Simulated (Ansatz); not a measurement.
I need a scan of ordered alloys across composition of V-Li mixtures. Use Ansatz's Python interface. Level of theory (first run): PBE, PAW, cutoff 470 eV, 13×13×13 k-points, Fermi-Dirac smearing of 0.1 eV, collinear spin.

`run_alloy.py`:
```python
# -*- coding: utf-8 -*-
"""Mixing of V and Li on the bcc lattice, after relaxing atoms and volume at fixed cell shape."""

from collections import Counter

import ansatz as az
import numpy as np
import pandas as pd


def bcc(first, a):
    return (
        az.Lattice.bcc(a)
        .space_group(229)
        .atom(first, [0, 0, 0])
        .primitive()
    )

A_FIRST, A_LAST = 3.03, 3.51


def ground_state(name, crystal):
    calc = (
        crystal.calculation()
        .basis(470)
        .kpoints(spacing=0.16)
        .occupations("fermi_dirac", width=0.1)
        .spin("collinear")
        .band_table()
    )
    calc = calc.relax(force_tolerance=0.01, fix_cell=["shape"])
    return calc.run(threads=1)


def volume_per_atom(outcome):
    return abs(np.linalg.det(outcome.lattice.cell_ang)) / len(outcome.lattice.sites)


def counts(outcome):
    return Counter(site.symbol for site in outcome.lattice.sites)

# ordered cells: the first k mixed sites take the second element
phases = {}
for k in range(2 + 1):
    a = A_FIRST + (A_LAST - A_FIRST) * k / 2
    cell = bcc("V", a).conventional().resolved()
    sites = [site.position for site in cell.sites if site.symbol == "V"]
    for position in sites[:k]:
        cell = cell.substitution("Li", at=position, replaces="V")
    phases[f"V{2 - k}Li{k}"] = cell.resolved()
moments = {"V": 1.5}
phases = {name: cell.moments({e: v for e, v in moments.items() if e in cell.species()}) for name, cell in phases.items()}

done = {name: ground_state(name, crystal) for name, crystal in phases.items()}

# mixing quantities against the straight line between the end members, both on this lattice
x = {name: counts(o)["Li"] / (counts(o)["V"] + counts(o)["Li"]) for name, o in done.items()}
first, last = min(x, key=x.get), max(x, key=x.get)
energy = {name: o.report["energy_sigma0_ev"] / len(o.lattice.sites) for name, o in done.items()}
volume = {name: volume_per_atom(o) for name, o in done.items()}
rows = []
for name in sorted(done, key=x.get):
    line = lambda table: (1 - x[name]) * table[first] + x[name] * table[last]
    rows.append((name, x[name], 1000 * (energy[name] - line(energy)), volume[name], 100 * (volume[name] / line(volume) - 1)))
print(pd.DataFrame(rows, columns=["cell", "x(Li)", "E_mix (meV/atom)", "V (A^3/atom)", "excess V (%)"]).round(4).to_string(index=False))
```

Running `python run_alloy.py` prints:
```text
RunWarning: the starting moments were not kept: the SCF closed with an absolute magnetisation of 7.3e-6 μB, where they sum to 3 μB in size (2 sites). That is at most 0.1 of that sum. Measured as dr2_m measures the in/out step, that magnetisation stands [...]
RunWarning: this spin-polarised run has no starting moment large enough to seed its density, so its SCF can try parallel moments of its own, which can die out, and starts no order whose moments cancel. Behind that start scf.lower_state_search: light tries no [...]
 cell  x(Li)  E_mix (meV/atom)  V (A^3/atom)  excess V (%)
V2Li0    0.0            0.0000       13.4801        0.0000
V1Li1    0.5          796.6724       13.1732      -21.8637
V0Li2    1.0            0.0000       20.2384        0.0000
```
(Warnings from the package without file and line, shortened, repeats left out.)

Mixing energies: +797 meV an atom at x(V) = 0.50 (volume -21.9 % off the straight line). All are positive, so the end members on this lattice are favoured over these cells.

Reading the output:
- Absolute energies stand on the zero of these potentials, so only differences at equal settings mean something.
- The SCF didn't keep the moments it started from (some shrank, vanished or turned); what is printed is the state reached.
- Atoms and volume are relaxed with the cell's shape held, which in cells of lower than cubic symmetry can hide stresses and shift volumes.
- No functional is typed, so the default, PBE, holds.
- These are small ordered cells, with both end members on the same lattice, which need not be their own; they aren't random solutions. Magnetic phases start from parallel moments and may not end in their lowest magnetic state. Differences under 10 to 15 meV an atom lie within the error of mesh and functional.
- The cells are prototypes set up for this calculation and needn't exist.
- Run time: 90 s on 1 thread of Arm Neoverse V1 (shared host), peak memory 0.52 GiB.
